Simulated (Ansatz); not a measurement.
**HfF (doublet): wave-function methods side by side, def2-TZVPP**

An exercise on one series of results from a longer session: the logs are not shown, and one member is left open.

The runs use Ansatz 0.2.0, Gaussian basis; def2-TZVPP, core rule «outside noble gas», up to 5 orbitals frozen.

To be run: UHF; CCSD(T) on ROHF; CCSD(T) on UHF; CCSDT(Q) on ROHF; CCSDT(Q) on UHF.

15 further runs of the same task are left out: 10 for a known fault of the program, 5 set aside as unsound or not needed.

## The system

The geometry is a PBE0/def2-TZVP stationary point (not a proven minimum) of the parent state, kept for this charge and spin. No spin-orbit coupling is included. Elements past krypton take def2 core potentials.

2 atoms, charge 0, spin multiplicity 2.

Atoms are counted from 1 here; the program's logs count them from 0.

Bond lengths: Hf1–F2 1.894 Å.

Geometry (Å):

```xyz
2
FHf
Hf    0.0000    0.0000    0.0000
F     0.0000    0.0000    1.8938
```

The first run:

in.yaml

```yaml
crystal:
  periodic: [false, false, false]
  atoms:
    - {symbol: Hf, position_ang: [0.000000, 0.000000, 0.000000]}
    - {symbol: F, position_ang: [0.000000, 0.000000, 1.893800]}
basis:
  gaussian: {orbitals: def2-TZVPP}
magnetization: {spin_polarized: true, initial_magnetization: 1}
hamiltonian: {xc: hf}
output: {orbitals: {seedname: orbitals}}
```

Command:

```sh
> ansatz run in.yaml --threads 1 --pin off --events-out ev --progress --plain --max-ram 4096MiB --backend cpu
```

Among the steps run: UHF; CCSD(T) on ROHF; CCSD(T) on UHF; CCSDT(Q) on ROHF; CCSDT(Q) on UHF.

One table of the session follows, with a row left open; its other results are not shown here.

It belongs to the step «Misses and costs». 

```
   method  from RCCSDT(Q) (meV)
     ROHF               +9482.0
      UHF               +9294.5
     RMP2                +607.1
     UMP2                +695.6
    RCCSD                +375.3
    UCCSD                +332.2
 RCCSD(T)                 +33.4
 UCCSD(T)                  -3.9
   RCCSDT                  +8.6
   UCCSDT                     ?
RCCSDT(Q)                     0
UCCSDT(Q)                 -43.8
```

Q: Estimate the row for UCCSDT from the others.

As computed: from RCCSDT(Q) (meV): -26.3. In the column «from RCCSDT(Q) (meV)» it lies between UCCSDT(Q) (-43.8) and UCCSD(T) (-3.9).

Caveats from the session: Restricted and unrestricted rows rest on different reference determinants; where their highest levels disagree by more than a few hundredths of an eV, they describe different states and don't form one ladder.
